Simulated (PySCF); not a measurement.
# C5H2BrN2P: magnetic properties

Aim: compute the magnetic properties of C5H2BrN2P (`N#Cc1cpcc(Br)n1`).

Programs: PySCF 2.14.0, with routines of our own; each step states its level. All values are computed. Atoms count from 0.

### Step 1. The starting structure

11 atoms, charge 0, multiplicity 1; geometry from: GFN2-xTB.

### Step 2. Magnetic properties: GIAO HF/pcSseg-1

What the job is given:

```
{"job": {"kind": "mag", "xc": "HF", "basis": "pcSseg-1", "isotopologues": 0}, "charge": 0, "multiplicity": 1}
N     -3.285504    -1.170854    -0.677182
C     -2.231848    -0.780730    -0.459760
C     -0.939500    -0.236933    -0.193381
C     -0.813254     1.145974    -0.150405
P      0.688629     1.963505     0.159564
C      1.719141     0.579370     0.349009
C      1.255303    -0.716948     0.240266
Br     2.507429    -2.150599     0.473630
N      0.036712    -1.117571    -0.008719
H     -1.698587     1.744924    -0.319706
H      2.766904     0.742533     0.560721
```

Method: GIAO HF/pcSseg-1 magnetisability, rotational g tensor and spin-rotation constants, non-relativistic, gas phase.

Launch:

```
OMP_NUM_THREADS=1 python excited_run.py task.json out
```

This one command runs all jobs of the session in turn.

Standard output:

```text
final grid: 113768 points
cycle   1  E = -3211.9310061942  dE =  1.311e+00  |g| = 8.602e-01  |ddm| = 3.739e+00
cycle   2  E = -3212.0437192066  dE = -1.127e-01  |g| = 6.255e-01  |ddm| = 1.235e+00
cycle   3  E = -3212.1312149458  dE = -8.750e-02  |g| = 1.348e-01  |ddm| = 6.944e-01
cycle   4  E = -3212.1365001772  dE = -5.285e-03  |g| = 5.117e-02  |ddm| = 1.888e-01
cycle   5  E = -3212.1373015828  dE = -8.014e-04  |g| = 1.697e-02  |ddm| = 8.935e-02
cycle   6  E = -3212.1374010533  dE = -9.947e-05  |g| = 5.373e-03  |ddm| = 3.076e-02
cycle   7  E = -3212.1374180271  dE = -1.697e-05  |g| = 2.251e-03  |ddm| = 1.437e-02
cycle   8  E = -3212.1374209823  dE = -2.955e-06  |g| = 8.951e-04  |ddm| = 5.134e-03
cycle   9  E = -3212.1374214881  dE = -5.058e-07  |g| = 3.211e-04  |ddm| = 2.117e-03
cycle  10  E = -3212.1374215869  dE = -9.874e-08  |g| = 1.790e-04  |ddm| = 8.087e-04
cycle  11  E = -3212.1374216207  dE = -3.378e-08  |g| = 8.210e-05  |ddm| = 5.549e-04
cycle  12  E = -3212.1374216304  dE = -9.746e-09  |g| = 3.754e-05  |ddm| = 3.088e-04
cycle  13  E = -3212.1374216318  dE = -1.382e-09  |g| = 1.959e-05  |ddm| = 9.997e-05
cycle  14  E = -3212.1374216322  dE = -3.738e-10  |g| = 7.844e-06  |ddm| = 7.283e-05
converged SCF energy = -3212.1374216322

Magnetisability tensor (1e-30 J/T^2)
    -1307.81       -7.60      178.96
       -7.60    -1316.52        9.42
      178.96        9.42    -2167.36
isotropic -1597.23   principal values   -2203.26  -1317.09  -1271.34
isotropic susceptibility -96.188 1e-6 cm^3/mol

Inertial axes            a          b          c
rot. const./GHz      1.4792     0.6163     0.4350
chi total           -76.987    -78.893   -132.684
chi diamagnetic    -857.927  -1799.830  -2529.756
chi paramagnetic    780.940   1720.937   2397.072
quadrupole/D A        0.066     -5.486      5.420
g nuclear            0.5028     0.4831     0.4889
g electronic        -0.5427    -0.4982    -0.4899
g total             -0.0399    -0.0151    -0.0010

Spin-rotation constants (kHz, H = +C I.J)
atom  isotope        aa         bb         cc
  0    14N        0.233      0.073      0.098
  4    31P        4.609      1.625      0.447
  7   79Br        0.703      1.299      1.213
  8    14N        0.475      0.141      0.007
  9     1H        0.204     -0.064     -0.051
 10     1H        0.046     -0.001     -0.048
  1    13C*       0.347      0.105      0.199
  2    13C*       0.630      0.260      0.056
  3    13C*       0.901      0.226      0.036
  5    13C*       0.631      0.332      0.047
  6    13C*       0.791      0.215      0.081
* in the singly substituted isotopologue
```

It took 29 s on 1 thread of Arm Neoverse V1, shared host; peak memory 0.85 GiB.

In short:

```
              quantity                      value
       magnetisability           -1597·10⁻³⁰ J/T²
  molar susceptibility         -96.2·10⁻⁶ cm³/mol
rotational g (a, b, c)  -0.0399, -0.0151, -0.0010
```

The fields below are evaluated on a grid from the run's orbitals.

Frontier orbitals at HF/pcSseg-1, with the share of their density that lies nearest to each atom:

```
orbital  energy (eV)                                    lies on
   HOMO       -10.44  Br7 31 %; C3 18 %; C5, C6 about 13 % each
   LUMO         0.06                  P4 42 %; N8 16 %; C5 14 %
```

ELF in a plane through or near 11 of the atoms.

Ten even steps from ' ' (0.00) to '@' (1.00):
```
                                                        
                    ..----::                            
                  ++%%@@@@%%--                          
                ::##@@@@@@@@++                          
                ..**@@@@####==  ..**%%++                
                  --**..##..==::**@@@@@@--              
          ..**++::::**..##..@@++@@@@@@@@::              
          %%@@@@%%**%%@@::++%%##::@@@@++                
          @@@@@@@@--::%%++::++::====..                  
          ::%%@@%%----##..  ==##**==::==++==--::        
              ..::**%%**----**..++%%##++##****++--      
        ::====--::++..**%%++####++@@==--%%--%%@@##::    
      ::**%%%%##++%%%%--##--==**..++==**##**%%@@%%--    
      ::**%%%%::----##::==%%@@##  ::**####**@@@@##::    
      ::++%%**++**::**::  **@@**    --==++**##**--      
        ::++**::::++%%==  ..**--    ..::::----::        
          ..--**%%%%%%++                                
            ..--******--                                
                ....                                    
                                                        
```
The map spans 11.9 Å across and 9.5 Å up, centred on the molecule. Atoms in the plane (x, y in Å): N0 (3.4, -1.2), C1 (2.3, -0.8), C2 (1.0, -0.2), C3 (0.8, 1.1), P4 (-0.7, 2.0), C5 (-1.8, 0.6), C6 (-1.3, -0.7), Br7 (-2.5, -2.2), N8 (0.0, -1.1), H9 (1.7, 1.7), H10 (-2.8, 0.7).

On the surface of density 0.002 e/bohr³ the electrostatic potential runs, from the 1st to the 99th percentile, from -1.64 V near N0 to 1.71 V near H9.

### Step 3. Magnetic properties: GIAO wB97X/3-21G

The job, as its differences from that of step 2:

```diff
@@ -1,2 +1,2 @@
-{"job": {"kind": "mag", "xc": "HF", "basis": "pcSseg-1", "isotopologues": 0}, "charge": 0, "multiplicity": 1}
+{"job": {"kind": "mag", "xc": "wB97X", "basis": "3-21G", "scf": {"guess": "huckel", "damp": 0.3}}, "charge": 0, "multiplicity": 1}
 N     -3.285504    -1.170854    -0.677182
```

With the program's defaults for keys left out, this is: GIAO wB97X/3-21G magnetisability, rotational g tensor and spin-rotation constants, non-relativistic, gas phase.

Standard output:

```text
damping 0.30 in the first 6 cycles
final grid: 113768 points
cycle   1  E = -3193.1855428581  dE =  3.203e+00  |g| = 4.832e+00  |ddm| = 9.363e+00
cycle   2  E = -3192.2526523231  dE =  9.329e-01  |g| = 4.895e+00  |ddm| = 9.811e+00
cycle   3  E = -3173.0712495702  dE =  1.918e+01  |g| = 6.016e+00  |ddm| = 2.141e+01
cycle   4  E = -3082.0697844363  dE =  9.100e+01  |g| = 1.047e+01  |ddm| = 6.949e+01
cycle   5  E = -3114.9195456084  dE = -3.285e+01  |g| = 9.853e+00  |ddm| = 7.068e+01
cycle   6  E = -2849.9766461375  dE =  2.649e+02  |g| = 1.451e+01  |ddm| = 1.403e+02
cycle   7  E = -2919.5973254630  dE = -6.962e+01  |g| = 7.481e+00  |ddm| = 1.929e+02
cycle   8  E = -3038.5352470734  dE = -1.189e+02  |g| = 1.032e+01  |ddm| = 1.419e+02
cycle   9  E = -3116.0925326541  dE = -7.756e+01  |g| = 1.035e+01  |ddm| = 3.636e+01
cycle  10  E = -3124.6687400935  dE = -8.576e+00  |g| = 1.072e+01  |ddm| = 1.071e+01
cycle  11  E = -3125.4680108551  dE = -7.993e-01  |g| = 1.042e+01  |ddm| = 5.704e+00
cycle  12  E = -3125.3751583036  dE =  9.285e-02  |g| = 1.042e+01  |ddm| = 1.159e-01
cycle  13  E = -3126.9292305148  dE = -1.554e+00  |g| = 1.041e+01  |ddm| = 4.147e+00
cycle  14  E = -3127.0598520187  dE = -1.306e-01  |g| = 1.046e+01  |ddm| = 9.774e-01
cycle  15  E = -3107.8971100284  dE =  1.916e+01  |g| = 1.202e+01  |ddm| = 3.934e+01
cycle  16  E = -3019.1683313202  dE =  8.873e+01  |g| = 8.540e+00  |ddm| = 1.304e+02
cycle  17  E = -3137.5358974382  dE = -1.184e+02  |g| = 9.400e+00  |ddm| = 1.260e+02
cycle  18  E = -3131.3251737659  dE =  6.211e+00  |g| = 1.012e+01  |ddm| = 1.411e+01
cycle  19  E = -3140.2279915318  dE = -8.903e+00  |g| = 9.649e+00  |ddm| = 1.240e+01
cycle  20  E = -3139.2468380388  dE =  9.812e-01  |g| = 9.753e+00  |ddm| = 1.702e+00
cycle  21  E = -3143.0926817651  dE = -3.846e+00  |g| = 9.450e+00  |ddm| = 9.423e+00
cycle  22  E = -3146.0905420229  dE = -2.998e+00  |g| = 8.950e+00  |ddm| = 7.135e+00
cycle  23  E = -3147.4669746879  dE = -1.376e+00  |g| = 8.640e+00  |ddm| = 6.972e+00
cycle  24  E = -3152.1465463997  dE = -4.680e+00  |g| = 9.326e+00  |ddm| = 7.501e+00
cycle  25  E = -3064.1513782895  dE =  8.800e+01  |g| = 8.149e+00  |ddm| = 1.216e+02
cycle  26  E = -3152.5109563431  dE = -8.836e+01  |g| = 7.523e+00  |ddm| = 1.225e+02
cycle  27  E = -3164.5548241365  dE = -1.204e+01  |g| = 6.976e+00  |ddm| = 2.273e+01
cycle  28  E = -3165.6616505555  dE = -1.107e+00  |g| = 6.817e+00  |ddm| = 7.311e+00
cycle  29  E = -3166.6272224437  dE = -9.656e-01  |g| = 6.678e+00  |ddm| = 3.186e+00
cycle  30  E = -3167.0507005677  dE = -4.235e-01  |g| = 6.679e+00  |ddm| = 4.122e+00
cycle  31  E = -3167.2060997288  dE = -1.554e-01  |g| = 6.670e+00  |ddm| = 8.298e-01
cycle  32  E = -3167.2735439575  dE = -6.744e-02  |g| = 6.614e+00  |ddm| = 1.457e+00
cycle  33  E = -3168.0104257180  dE = -7.369e-01  |g| = 6.598e+00  |ddm| = 2.335e+00
cycle  34  E = -3069.4032433779  dE =  9.861e+01  |g| = 8.877e+00  |ddm| = 9.665e+01
cycle  35  E = -3186.5647823298  dE = -1.172e+02  |g| = 4.854e+00  |ddm| = 9.380e+01
cycle  36  E = -3197.1286430654  dE = -1.056e+01  |g| = 2.907e+00  |ddm| = 4.501e+00
cycle  37  E = -3194.0425580137  dE =  3.086e+00  |g| = 3.856e+00  |ddm| = 4.321e+00
cycle  38  E = -3198.2865932719  dE = -4.244e+00  |g| = 2.045e+00  |ddm| = 3.246e+00
cycle  39  E = -3200.2099892211  dE = -1.923e+00  |g| = 1.281e+00  |ddm| = 2.959e+00
cycle  40  E = -3200.6844037547  dE = -4.744e-01  |g| = 6.071e-01  |ddm| = 1.944e+00
cycle  41  E = -3200.8026187195  dE = -1.182e-01  |g| = 2.664e-01  |ddm| = 7.151e-01
cycle  42  E = -3200.8302609963  dE = -2.764e-02  |g| = 1.609e-01  |ddm| = 4.369e-01
cycle  43  E = -3200.8399528915  dE = -9.692e-03  |g| = 3.801e-02  |ddm| = 2.518e-01
cycle  44  E = -3200.8405500808  dE = -5.972e-04  |g| = 1.690e-02  |ddm| = 8.475e-02
cycle  45  E = -3200.8406677605  dE = -1.177e-04  |g| = 7.176e-03  |ddm| = 3.480e-02
cycle  46  E = -3200.8406940202  dE = -2.626e-05  |g| = 3.454e-03  |ddm| = 1.848e-02
cycle  47  E = -3200.8407004783  dE = -6.458e-06  |g| = 1.056e-03  |ddm| = 8.411e-03
cycle  48  E = -3200.8407018236  dE = -1.345e-06  |g| = 7.483e-04  |ddm| = 3.657e-03
cycle  49  E = -3200.8407020901  dE = -2.666e-07  |g| = 2.208e-04  |ddm| = 1.385e-03
cycle  50  E = -3200.8407021471  dE = -5.695e-08  |g| = 1.209e-04  |ddm| = 7.053e-04
cycle  51  E = -3200.8407021595  dE = -1.244e-08  |g| = 5.852e-05  |ddm| = 3.370e-04
cycle  52  E = -3200.8407021629  dE = -3.364e-09  |g| = 1.776e-05  |ddm| = 2.042e-04
cycle  53  E = -3200.8407021631  dE = -2.219e-10  |g| = 7.473e-06  |ddm| = 5.426e-05
converged SCF energy = -3200.8407021631

Magnetisability tensor (1e-30 J/T^2)
    -1250.46      -24.05      185.80
      -24.05    -1308.01        5.97
      185.80        5.97    -2144.06
isotropic -1567.51   principal values   -2181.28  -1312.93  -1208.32
isotropic susceptibility -94.398 1e-6 cm^3/mol

Inertial axes            a          b          c
rot. const./GHz      1.4792     0.6163     0.4350
chi total           -73.337    -78.496   -131.360
chi diamagnetic    -855.075  -1795.154  -2525.544
chi paramagnetic    781.738   1716.658   2394.184
quadrupole/D A        1.868     -6.781      4.913
g nuclear            0.5028     0.4831     0.4889
g electronic        -0.5432    -0.4970    -0.4893
g total             -0.0405    -0.0139    -0.0004

Spin-rotation constants (kHz, H = +C I.J)
atom  isotope        aa         bb         cc
  0    14N        0.188      0.060      0.081
  4    31P        4.052      1.410      0.341
  7   79Br        0.787      1.298      1.225
  8    14N        0.422      0.114      0.002
  9     1H        0.200     -0.065     -0.054
 10     1H        0.044     -0.004     -0.053
  1    13C*       0.296      0.092      0.160
  2    13C*       0.516      0.208      0.046
  3    13C*       0.755      0.196      0.022
  5    13C*       0.542      0.277      0.033
  6    13C*       0.626      0.181      0.067
* in the singly substituted isotopologue
```

Run time: 35 s. Hardware: 1 thread of Arm Neoverse V1, shared host; peak memory 0.79 GiB.

In short:

```
              quantity                      value
       magnetisability           -1568·10⁻³⁰ J/T²
  molar susceptibility         -94.4·10⁻⁶ cm³/mol
rotational g (a, b, c)  -0.0405, -0.0139, -0.0004
```

### Step 4. The levels compared

```
           level  ξ (10⁻³⁰ J/T²)     g(a)     g(b)  gap (eV)  functions  time
GIAO HF/pcSseg-1           -1597  -0.0399  -0.0151     10.50        194  29 s
GIAO wB97X/3-21G           -1568  -0.0405  -0.0139      9.26        102  35 s
```

### Step 5. What came out

| quantity | value |
| --- | --- |
| magnetisability (step 2, GIAO HF/pcSseg-1) | -1597·10⁻³⁰ J/T² |
| molar susceptibility (step 2, GIAO HF/pcSseg-1) | -96.2·10⁻⁶ cm³/mol |
| rotational g (a, b, c) (step 2, GIAO HF/pcSseg-1) | -0.0399, -0.0151, -0.0010 |
| surface potential, 1st and 99th percentile | -1.64 V and 1.71 V |
| magnetisability over the levels | -1597 to -1568·10⁻³⁰ J/T² |

Steps that list no spin-orbit terms leave them out, which matters at and beside the heavy atoms. The magnetisability spreads by 1.9 % over 2 levels of like cost. Two levels can agree by chance, so this spread shows no convergence. Vibrational averaging and real surroundings are missing from these values.
